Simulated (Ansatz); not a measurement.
**AlFH2OS: ionisation energy by level of theory**

Aim: the vertical ionisation energy of AlFH2OS, as cation minus neutral at the neutral's geometry, on several levels, and how well −ε(HOMO) stands in for it.

Method: unrestricted cation, the program's frozen cores in correlated methods; program: Ansatz 0.2.0, Gaussian basis.

The runs, in order: UKS PBE-D4/def2-TZVPP; UKS r2SCAN-D4/def2-TZVPP; UKS PBE0-D4/def2-TZVPP; UKS B3LYP-D4/def2-TZVPP; UKS wB97X-V/def2-TZVPP; UKS wB97M-V/def2-TZVPP; UKS B2PLYP/def2-TZVPP; UHF-CCSD(T)/def2-TZVPP; UHF-CCSD(T)/def2-QZVPP; extrapolation to the limit; then −ε(HOMO) from the neutral's earlier runs with LDA (SPW92), PBE-D4, revPBE-D4, BLYP-D4, r2SCAN-D4, B97M-V, PBE0-D4, B3LYP-D4, r2SCANh-D4, r2SCAN0-D4, HSE06-D4, BHLYP-D4, CAM-B3LYP-D4, LC-ωPBE, ωB97X-V, ωB97M-V.

### 1 The relaxed structure

The geometry comes from an earlier relaxation with PBE0-D4 in a triple-zeta def2 set; it is a stationary point.

SMILES `[OH][Al]([F])[SH]`, 6 atoms, charge 0, spin multiplicity 1.

Atoms are counted from 1 here; the program's logs count them from 0.

Bond lengths: O1–Al2 1.679 Å, O1–H5 0.955 Å, Al2–F3 1.641 Å, Al2–S4 2.167 Å, S4–H6 1.345 Å. Angles: Al2–O1–H5 125.1°, O1–Al2–F3 118.1°, O1–Al2–S4 123.1°, F3–Al2–S4 118.8°, Al2–S4–H6 92.0°.

As a file:

```xyz
6

O     1.39956   -0.45635   -1.02891
Al    0.23856   -0.26076    0.16807
F     0.42135   -1.10099    1.56567
S    -1.47860    1.04310   -0.05026
H     1.39223   -0.01929   -1.87787
H    -1.93100    0.73038    1.17711
```

### 2 Cation, UKS PBE-D4/def2-TZVPP

Contents of in.yaml:

```yaml
crystal:
  periodic: [false, false, false]
  atoms:
    - {symbol: O, position_ang: [1.399563, -0.456348, -1.028912]}
    - {symbol: Al, position_ang: [0.238559, -0.260759, 0.168068]}
    - {symbol: F, position_ang: [0.421348, -1.100986, 1.565665]}
    - {symbol: S, position_ang: [-1.478595, 1.043103, -0.050262]}
    - {symbol: H, position_ang: [1.392230, -0.019295, -1.877868]}
    - {symbol: H, position_ang: [-1.931004, 0.730385, 1.177109]}
basis:
  gaussian: {orbitals: def2-TZVPP}
total_charge: 1
magnetization: {spin_polarized: true, initial_magnetization: 1}
hamiltonian: {xc: pbe, dispersion: d4}
```

On the command line:

```
ansatz run in.yaml --threads 2 --pin off --events-out ev --progress --plain --max-ram 32768MiB --backend cpu
```

Further steps of the session: Cation, UKS r2SCAN-D4/def2-TZVPP; Cation, UKS PBE0-D4/def2-TZVPP; Cation, UKS B3LYP-D4/def2-TZVPP; Cation, UKS wB97X-V/def2-TZVPP; Cation, UKS wB97M-V/def2-TZVPP; Cation, UKS B2PLYP (frozen core)/def2-TZVPP; Cation, UHF-CCSD(T)/def2-TZVPP; Cation, UHF-CCSD(T)/def2-QZVPP.

**Question.** What will the summary of the whole plan be? Wanted: ionisation energy, CCSD(T)/CBS; nearest functional by difference; nearest −ε(HOMO); −ε(HOMO) of PBE; T1 of the cation.

The runs gave:

| quantity | value |
| --- | --- |
| ionisation energy, CCSD(T)/CBS | 10.69 eV |
| nearest functional by difference | ωB97X-V (-0.12 eV) |
| nearest −ε(HOMO) | LC-ωPBE (+0.11 eV) |
| −ε(HOMO) of PBE | 6.79 eV |
| T1 of the cation | 0.016 |

In words: By cation minus neutral, the functionals miss by 0.45 eV at most. The PBE orbital energy is 3.9 eV too small: a semilocal HOMO is no ionisation energy. Among orbital estimates LC-ωPBE comes nearest. Hartree-Fock falls 1.22 eV short, as the neutral has more correlation energy than the cation. The cation may have settled in a state other than its lowest; no search over hole states beyond the program's own was made.
